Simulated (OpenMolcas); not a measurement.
# C2H3AlO (SMILES C#[C][AlH][OH]) at 6 levels

We compute a comparison of 6 runs (HF/6-311+G**, B3LYP/6-311+G**, BLYP/6-311+G**, M06-2X/6-311+G**, revPBE/6-311+G**, CCSD(T)/6-311+G**) of C2H3AlO. 

Program for the calculation: OpenMolcas 26.06.

## 1. The molecule

C2H3AlO has 7 atoms, charge 0, and is taken as a singlet. SMILES: `C#[C][AlH][OH]`. Geometry: a GFN2-xTB relaxation, a rough one for these elements and not checked as a minimum. This is one conformer, not always the lowest.

Bond lengths: C1–C2 1.211 Å, C2–Al3 1.946 Å, Al3–O4 1.640 Å, C1–H5 1.055 Å, Al3–H6 1.522 Å, O4–H7 0.947 Å. Angles: C1–C2–Al3 177.5°, C2–Al3–O4 124.7°, C2–C1–H5 179.5°, C2–Al3–H6 120.3°, O4–Al3–H6 115.1°, Al3–O4–H7 179.4°.

## 2. Energy and forces at HF/6-311+G(d,p) (run 1)

Input file geom.xyz:

```xyz
7

C     -2.013920    -1.098860    -0.221440
C     -1.012030    -0.450570    -0.017470
Al     0.555700     0.635130     0.371510
O      2.012610     0.465680    -0.361140
H     -2.882260    -1.670310    -0.404150
H      0.482580     1.741930     1.413510
H      2.857310     0.376990    -0.780830
```

Input file test.inp:

```
&GATEWAY
BASLIB=$CurrDir
COORD=geom.xyz
BASIS=6-311pGss
GROUP=NoSym
&SEWARD
&SCF
THRESHOLDS=1e-10 1e-07 1e-07 1e-05
PRORBITALS=1
&ALASKA
```

The basis set 6-311+G** is read from a file made from the Basis Set Exchange's data (not shown).

Run with:

```console
$ export MOLCAS_MEM=1860
$ pymolcas test.inp > test.log
```

What it wrote:

```text
--- Start Module: gateway ---
[...]
--- Stop Module: gateway /rc=_RC_ALL_IS_WELL_ ---
[...]
      Basis functions          114
[...]
--- Start Module: scf ---
[...]
       Convergence after  15 Iterations
[...]
::    Total SCF energy                               -394.3111316094
[...]
      Total spin, S                                     0.0000000000
[...]
      Total electronic charge=   36.000000
      Total            charge=   -0.000000
[...]
      Dipole Moment (debye):
      Origin of the operator (angstrom)=    0.1619    0.0921    0.0230
                   X=  5.8356E-01               Y= -4.7276E-01               Z= -6.4099E-01           Total=  9.8738E-01
      Quadrupole Moment (debye*angstrom):
[...]
 *              Molecular gradients               *
 **************************************************
  Irreducible representation: a
 ------------------------------------------------------------------------------------------
                              X                       Y                       Z
 ------------------------------------------------------------------------------------------
  C1               -2.66073598084162E-02   -1.65917865837173E-02   -5.03812919269064E-03
  C2                1.50259600636478E-02    1.15918030708997E-02    4.59875771064899E-03
  AL3               1.46248967763318E-02    7.83419186691425E-03    2.06346873436036E-03
  O4               -2.83392582198800E-02    6.75376675314532E-03    1.73641454374236E-02
  H5                1.61878349183553E-03    6.98181327653202E-04    1.47135970991696E-04
  H6                4.27677193249790E-03   -9.42950743372872E-03   -1.05500543326889E-02
  H7                1.94002057639735E-02   -8.56649001158116E-04   -8.58532432806447E-03
 ------------------------------------------------------------------------------------------
[...]
```

Run time: 16 s. Hardware: 1 thread of Arm Neoverse V2, shared host; peak memory 0.69 GiB.

## 3. Energy and forces at B3LYP/6-311+G(d,p) (run 2)

Input file job.input:

```
&GATEWAY
BasLib
$CurrDir
Coord
7
angstrom
C       -2.013920      -1.098860      -0.221440
C       -1.012030      -0.450570      -0.017470
Al       0.555700       0.635130       0.371510
O        2.012610       0.465680      -0.361140
H       -2.882260      -1.670310      -0.404150
H        0.482580       1.741930       1.413510
H        2.857310       0.376990      -0.780830
Basis
6-311pGss
Group
NoSym
&SEWARD
GridInput
Grid=UltraFine
End of Grid
&SCF
KSDFT
B3LYP
Thresholds
1e-10 1e-07 1e-07 1e-05
PrOrbitals
1 2
&ALASKA
```

The basis set 6-311+G** is read from a file made from the Basis Set Exchange's data (not shown).

Run with:

```console
$ export MOLCAS_MEM=1860
$ pymolcas job.input > job.log
```

What it wrote:

```text
--- Start Module: gateway ---
[...]
--- Stop Module: gateway /rc=_RC_ALL_IS_WELL_ ---
[...]
      Basis functions          114
[...]
--- Start Module: scf ---
[...]
       Convergence after  14 Iterations
[...]
::    Total KS-DFT energy                            -395.7343878603
[...]
      Total spin, S                                     0.0000000000
[...]
      Total electronic charge=   36.000000
      Total            charge=   -0.000000
[...]
      Dipole Moment (debye):
      Origin of the operator (angstrom)=    0.1619    0.0921    0.0230
                   X=  6.4148E-01               Y= -4.3607E-01               Z= -6.3441E-01           Total=  1.0021E+00
      Quadrupole Moment (debye*angstrom):
[...]
 *              Molecular gradients               *
 **************************************************
  Irreducible representation: a
 ------------------------------------------------------------------------------------------
                              X                       Y                       Z
 ------------------------------------------------------------------------------------------
  C1               -2.24085342266456E-03   -1.14232616102505E-03   -3.14307100272249E-04
  C2               -1.48799955026080E-02   -7.51419997310654E-03   -1.25314165377244E-03
  AL3               2.66731449698359E-02    8.37007628997810E-03   -2.29195223451217E-03
  O4               -1.88504929386522E-02    4.95509311555653E-03    1.19129379673817E-02
  H5                6.17675348887525E-03    3.74696079683101E-03    1.12460992743468E-03
  H6                3.34145846932471E-03   -9.71339998743082E-03   -1.04156750510862E-02
  H7               -2.20015064105183E-04    1.29779591926793E-03    1.23752814479339E-03
 ------------------------------------------------------------------------------------------
[...]
```

Wall time 37 s (1 thread of Arm Neoverse V2, shared host); peak memory 0.69 GiB.

Runs 3 to 5 aren't shown in full; the table further down has their settings and results.

## 4. The energy at CCSD(T)/6-311+G(d,p) (Cholesky decomposition) (run 6)

Input file run.input:

```
&GATEWAY
  BASLIB=$CurrDir
  COORD
  7
  angstrom
  C       -2.013920      -1.098860      -0.221440
  C       -1.012030      -0.450570      -0.017470
  Al       0.555700       0.635130       0.371510
  O        2.012610       0.465680      -0.361140
  H       -2.882260      -1.670310      -0.404150
  H        0.482580       1.741930       1.413510
  H        2.857310       0.376990      -0.780830
  BASIS=6-311pGss
  GROUP=NoSym

&SEWARD
  HIGH

&SCF
  THRESHOLDS=1e-10 1e-07 1e-07 1e-05
  PRORBITALS=1 1

&CHCC
  FROZEN=8
  THRESHOLD=1e-08
  MAXITERATIONS=80

&CHT3
  FROZEN=8
```

The basis set 6-311+G** is read from a file made from the Basis Set Exchange's data (not shown).

Run with:

```console
$ export MOLCAS_MEM=1860
$ pymolcas run.input > run.log
```

What it wrote:

```text
--- Start Module: gateway ---
[...]
--- Stop Module: gateway /rc=_RC_ALL_IS_WELL_ ---
[...]
      Basis functions          114
[...]
       Convergence after  15 Iterations
[...]
::    Total SCF energy                               -394.3111315935
[...]
      Total spin, S                                     0.0000000000
[...]
      Total electronic charge=   36.000000
      Total            charge=   -0.000000
[...]
      Dipole Moment (debye):
      Origin of the operator (angstrom)=    0.1619    0.0921    0.0230
                   X=  5.8356E-01               Y= -4.7276E-01               Z= -6.4099E-01           Total=  9.8738E-01
      Quadrupole Moment (debye*angstrom):
[...]
--- Start Module: chcc ---
[...]
--- Stop Module: chcc /rc=_RC_ALL_IS_WELL_ ---
[...]
--- Start Module: cht3 ---
[...]
--- Stop Module: cht3 /rc=_RC_ALL_IS_WELL_ ---
[...]
```

It took 5.1 min on 1 thread of Arm Neoverse V2, shared host; peak memory 0.22 GiB.

## 5. The series

| run | level | integration grid | integral approximation | energy (Eh) | dipole moment (D) of the reference | HOMO energy (eV) | LUMO energy (eV) | wall time |
| --- | --- | --- | --- | --- | --- | --- | --- | --- |
| 1 | HF/6-311+G** | – | none | -394.311132 | 0.99 | -10.80 | 1.20 | 16 s |
| 2 | B3LYP/6-311+G** | UltraFine | none | -395.734388 | 1.00 | -7.88 | -1.35 | 37 s |
| 3 | BLYP/6-311+G** | UltraFine | none | -395.673385 | 1.03 | -6.76 | -1.82 | 41 s |
| 4 | M06-2X/6-311+G** | UltraFine | none | -395.626429 | 0.98 | -9.37 | -0.59 | 50 s |
| 5 | revPBE/6-311+G** | UltraFine | none | -395.602151 | 1.03 | -6.87 | -1.83 | 39 s |
| 6 | CCSD(T)/6-311+G** (Cholesky decomposition) | – | CD high | -394.881458 | 0.99 | -10.80 | 1.20 | 5.1 min |

## 6. What came out

| quantity | value |
| --- | --- |
| run 6: total energy | -394.88146 Eh |
| run 6: dipole moment (mean-field density) | 0.99 D |
| run 6: HOMO energy (Hartree–Fock orbitals) | -10.80 eV |
| run 6: LUMO energy (Hartree–Fock orbitals) | 1.20 eV |
| run 6: HOMO–LUMO gap (Hartree–Fock orbitals) | 12.00 eV |
| run 6: correlation energy (8 core orbitals frozen) | -570.3 mEh |
| run 6: (T) correction | -21.40 mEh |

**Reading.** Over runs 1, 2, 3, 4, 5 the dipole moment (its size) runs from 0.98 D (M06-2X/6-311+G**) to 1.03 D (revPBE/6-311+G**). Over runs 1, 2, 3, 4, 5 the HOMO–LUMO gap runs from 4.94 eV (BLYP/6-311+G**) to 12.00 eV (HF/6-311+G**). Exact exchange widens orbital gaps. Totals of different functionals can't be ranked against each other. All runs together took 8.1 min, the longest 5.1 min.
